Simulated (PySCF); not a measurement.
# A diatomic session: SiAs+

The task here is to estimate one member of a computed series from the others.

Computed with PySCF 2.14.0. Level: Si def2-TZVPPD, As def2-TZVPPD, no relativity.

The first run:

A driver script around PySCF takes these settings:

| Property | Result |
| --- | --- |
| atoms | Si, As |
| charge | 1 |
| basis | Si def2-TZVPPD, As def2-TZVPPD |
| Hamiltonian | no relativity |
| basis functions | 102 |
| electrons treated | 46 |
| masses in u | 27.9769, 74.9216 |
| levels | PBE0, PBE, r²SCAN, M06, PBEsol, LDA, M06-L, BP86, HSE06, HF, MP2, SCS-MP2, CCSD, CCSD(T) |
| grid | 80 radial by 434 angular points |
| occupations | held fixed by the projection of orbital angular momentum |
| dissociation limit | Si+ + As, each in its ground configuration |
| starting distance in angstrom | 2.390 |
| values of 2S to try | 0, 2, 4 |

On the command line:

```console
$ OMP_NUM_THREADS=2 python dia.py task.json out
```

Among the steps run: Input; The PBE0 curve of the state that the search chose; Higher solutions at PBE0; PBE (GGA); r²SCAN; M06; PBEsol (GGA); LDA (local density); M06-L (meta-GGA); BP86 (GGA); HSE06 (range-separated hybrid); UHF (mean field); Correlated methods on the Hartree–Fock reference.

One table of the session follows, with a row left open; its other results are not shown here.

It belongs to the step «The curves together». Energy (eV) from each level's lowest point:

```
R (Å)    UHF  UHF-MP2  UHF-SCS-MP2  UHF-CCSD  UHF-CCSD(T)
2.002  0.974    0.956        0.970       n/a          n/a
2.095  0.412    0.401        0.413     0.430        0.456
2.188  0.115    0.107        0.116     0.127        0.143
2.258      ?        ?            ?         ?            ?
2.328  0.000    0.000        0.000     0.000        0.000
2.398  0.041    0.050        0.043     0.036        0.028
2.491  0.160    0.188        0.169     0.150        0.133
2.607  0.368    0.439        0.403     0.361        0.335
2.747  0.637    0.822        0.774     0.664        0.633
2.933  0.905    1.354        1.313       n/a          n/a
```

Estimate the missing values for R (Å) = 2.258.

Worked estimate for «UHF». A straight line through the neighbours (2.188, 0.115) and (2.328, 0.000) gives 0.115 + (0.000 − 0.115) × (2.258 − 2.188) / (2.328 − 2.188) = 0.057; a parabola fitted to 4 rows on both sides gives 0.013.

The run gave: UHF: 0.018; UHF-MP2: 0.013; UHF-SCS-MP2: 0.018; UHF-CCSD: 0.024; UHF-CCSD(T): 0.032. In «UHF» the line misses by +0.039 and the parabola by -0.005.
